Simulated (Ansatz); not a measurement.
# W (bcc type): how the settings move a relaxation

Aim: see which settings change the result for W (bcc type), by how much, and at what cost.

Method: reference: DFT, LDA, PAW with Ansatz's default frozen-core files, scalar-relativistic, in Ansatz 0.2.0.

## 1. The starting structure

Symmetry: Im-3m, No. 229, cubic system. Conventional cell: a = 3.135 Å, b = 3.135 Å, c = 3.135 Å, α = 90.00°, β = 90.00°, γ = 90.00°. W (site symmetry m-3m) is surrounded by 8 W at 2.72 Å.

Coordinates:

```xyz
1
Lattice="-1.5677 1.5677 1.5677 1.5677 -1.5677 1.5677 1.5677 1.5677 -1.5677" Properties=species:S:1:pos:R:3 pbc="T T T"
W     0.0000    0.0000    0.0000
```

## 2. Reference

input.yaml reads:

```yaml
crystal:
  lattice:
    - [-1.5676782863, 1.5676782863, 1.5676782863]
    - [1.5676782863, -1.5676782863, 1.5676782863]
    - [1.5676782863, 1.5676782863, -1.5676782863]
  atoms:
    - { symbol: W, position: [0.0, 0.0, 0.0] }
kpoints:
  mp_grid: { grid: [19, 19, 19] }
scf:
  occupations: { method: fermi_dirac, width: 0.08 }
hamiltonian:
  xc: lda
  pseudopotentials: { kind: paw }
output:
  forces: true
  stress: true
  write_density: true
  write_potential: true
  elf: true
  volumetric_format: npy
relax:
  f_tol: 0.005
  max_steps: 40
  cell: {}
```

Command:

```bash
> ansatz run input.yaml --threads 1 --pin off --max-ram 2048MiB --backend cpu --events-out ev --progress --plain --runs-dir out
```

## 3. Variant: mp_grid.grid [24, 24, 24], accuracy high

input.yaml, as its differences from that of step 2:

```diff
@@ -8,3 +8,3 @@
 kpoints:
-  mp_grid: { grid: [19, 19, 19] }
+  mp_grid: { grid: [24, 24, 24] }
 scf:
@@ -25 +25,2 @@
   cell: {}
+accuracy: high
```

What does the calculation give? Wanted: for each run, ending; energy change; pressure; gap; force.

**Answer**, as computed:

| run | ending | energy change | pressure (GPa) | gap (eV) | force (eV/Å) | cycles | time |
| --- | --- | --- | --- | --- | --- | --- | --- |
| reference | converged | 0 | 0.0 | 0.00 | 0.00 | 15 | 8 s |
| 1: mp_grid.grid [24, 24, 24], accuracy high | converged | +0.8 meV/atom | 0.0 | 0.00 | 0.00 | 15 | 15 s |

Changing the k-point mesh and accuracy level moves the energy by +0.8 meV/atom. Cost: 15 s against 8 s.
